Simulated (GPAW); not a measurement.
Ta3AsAu2O13:

```
CELL_PARAMETERS angstrom
5.24237 3.02668 4.14273
-5.24237 3.02668 4.14273
0.00000 -6.05337 4.14273
ATOMIC_POSITIONS crystal
Ta 0.23108 0.57229 0.23108
Ta 0.23108 0.23108 0.57229
Ta 0.57229 0.23108 0.23108
As 0.55878 0.55878 0.55878
Au 0.96559 0.96559 0.96559
Au 0.75105 0.75105 0.75105
O 0.40884 0.66762 0.40884
O 0.40884 0.40884 0.66762
O 0.66762 0.40884 0.40884
O 0.49726 0.01313 0.36024
O 0.36024 0.49726 0.01313
O 0.01313 0.36024 0.49726
O 0.36024 0.01313 0.49726
O 0.01313 0.49726 0.36024
O 0.49726 0.36024 0.01313
O 0.10963 0.74806 0.10963
O 0.10963 0.10963 0.74806
O 0.74806 0.10963 0.10963
O 0.30840 0.30840 0.30840
```

The cell was built by a generator and needn't be a form met in nature.

Program: GPAW 26.7.0. Alike in all runs: task band structure; no spin polarisation; cell as given; k mesh 3 × 3 × 3; cutoff (eV) 800; smearing fermi-dirac 0.05 eV.

Task: Order these runs on this cell by their band gap on the k mesh, lowest first.
A. level r2SCAN; potentials or basis GPAW PAW data sets (gpaw-data 1.2.1), pw
B. level AM05; potentials or basis PAW data sets generated in the run's folder for this functional, pw
C. level GLLB-SC; potentials or basis the program's PAW data sets (release 1.2.1) made for this functional, pw

Result: B (1.07 eV), A (1.46 eV), C (2.36 eV).

Caveats: spin-orbit coupling is left out, which moves the levels of the heavy elements; the GLLB-SC gap is the Kohn-Sham gap of the path plus the derivative discontinuity (some runs); a model potential gives levels but no total energy (some runs); an odd mesh through Γ misses points on the zone boundary, where band edges often lie (some runs).

Not every run made on this cell is shown here.
